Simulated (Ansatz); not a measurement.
**GeEtBr3 (C₂H₅Br₃Ge): structure and electronic state**

What does GeEtBr3 (C₂H₅Br₃Ge) look like as a singlet, and where do its frontier electrons sit?

The runs use Ansatz 0.2.0, Gaussian basis; RKS PBE0-D4/def2-TZVP.

Levels to be run: relaxation at PBE-D4/def2-SVP; a single point at PBE0-D4/def2-TZVP.

2 further runs of the same task are left out: 2 set aside as unsound or not needed.

## 1. The system as given

11 atoms, charge 0, spin multiplicity 1.

Atoms are counted from 1 here; the program's logs count them from 0.

Bond lengths: Ge1–C2 2.041 Å, Ge1–Br9 2.347 Å, Ge1–Br10 2.348 Å, Ge1–Br11 2.349 Å, C2–C3 1.516 Å, C2–H4 1.090 Å, C2–H5 1.090 Å, C3–H6 1.089 Å, C3–H7 1.090 Å, C3–H8 1.089 Å. Angles: C2–Ge1–Br9 110.6°, C2–Ge1–Br10 110.5°, C2–Ge1–Br11 111.6°, Br9–Ge1–Br10 107.6°, Br9–Ge1–Br11 108.2°, Br10–Ge1–Br11 108.1°, Ge1–C2–C3 111.9°, Ge1–C2–H4 106.7°, Ge1–C2–H5 106.5°, C3–C2–H4 111.5°, C3–C2–H5 111.5°, H4–C2–H5 108.5°, C2–C3–H6 109.6°, C2–C3–H7 111.1°, C2–C3–H8 111.2°, H6–C3–H7 108.2°, H6–C3–H8 108.1°, H7–C3–H8 108.6°.

As a file:

| atom | x (Å) | y (Å) | z (Å) |
| --- | --- | --- | --- |
| Ge1 | -0.3100 | -0.4326 | -1.3653 |
| C2 | -0.2868 | -0.4095 | 0.6754 |
| C3 | 0.5328 | 0.7437 | 1.2190 |
| H4 | 0.1153 | -1.3712 | 0.9945 |
| H5 | -1.3269 | -0.3458 | 0.9959 |
| H6 | 0.5147 | 0.7230 | 2.3072 |
| H7 | 1.5711 | 0.6747 | 0.8953 |
| H8 | 0.1302 | 1.7016 | 0.8914 |
| Br9 | 1.8767 | -0.4314 | -2.2178 |
| Br10 | -1.3960 | 1.4746 | -2.1983 |
| Br11 | -1.4211 | -2.3272 | -2.1973 |

The start is a GFN2-xTB geometry.

## 2. Optimising with PBE-D4/def2-SVP

Contents of in.yaml:

```yaml
crystal:
  periodic: [false, false, false]
  atoms:
    - {symbol: Ge, position_ang: [-0.309990, -0.432600, -1.365290]}
    - {symbol: C, position_ang: [-0.286800, -0.409510, 0.675350]}
    - {symbol: C, position_ang: [0.532760, 0.743720, 1.219010]}
    - {symbol: H, position_ang: [0.115350, -1.371200, 0.994530]}
    - {symbol: H, position_ang: [-1.326940, -0.345770, 0.995920]}
    - {symbol: H, position_ang: [0.514680, 0.723050, 2.307230]}
    - {symbol: H, position_ang: [1.571100, 0.674670, 0.895260]}
    - {symbol: H, position_ang: [0.130230, 1.701590, 0.891400]}
    - {symbol: Br, position_ang: [1.876740, -0.431390, -2.217830]}
    - {symbol: Br, position_ang: [-1.395990, 1.474630, -2.198260]}
    - {symbol: Br, position_ang: [-1.421140, -2.327190, -2.197330]}
basis:
  gaussian: {orbitals: def2-SVP}
hamiltonian: {xc: pbe, dispersion: d4}
scf: {lower_state_search: "off"}
output: {orbitals: {seedname: orbitals}}
relax: {f_tol: 0.02, max_steps: 100}
```

Run with:

```
$ ansatz run in.yaml --threads 2 --pin off --events-out ev --progress --plain --max-ram 22528MiB --backend cuda --devices 0, --max-vram 18GiB
```

After this run come: Single point, PBE0-D4/def2-TZVP.

Q: Predict the results of all the runs planned. Wanted: point group; commonest bond, hydrogen aside; HOMO, LUMO at PBE0-D4/def2-TZVP; dipole at PBE-D4/def2-SVP.

The runs gave:

```
                       quantity                            value
                    point group                               Cs
 commonest bond, hydrogen aside  Br–Ge, 3 of mean length 2.326 Å
HOMO, LUMO at PBE0-D4/def2-TZVP                  -8.39, -2.03 eV
      dipole at PBE-D4/def2-SVP                           2.66 D
```

What this shows: The molecule keeps its bonding pattern by the stored test; the atoms moved 0.08 Å (rms). No usable vibrations, so a minimum isn't proven. The HOMO lies nearest to Br9, Br10, Br11 about 33 % each and the LUMO to Ge1 32 %; Br9, Br10, Br11 about 19 % each. The point group is read from a loosely relaxed geometry; soft torsions can leave it below the true symmetry.
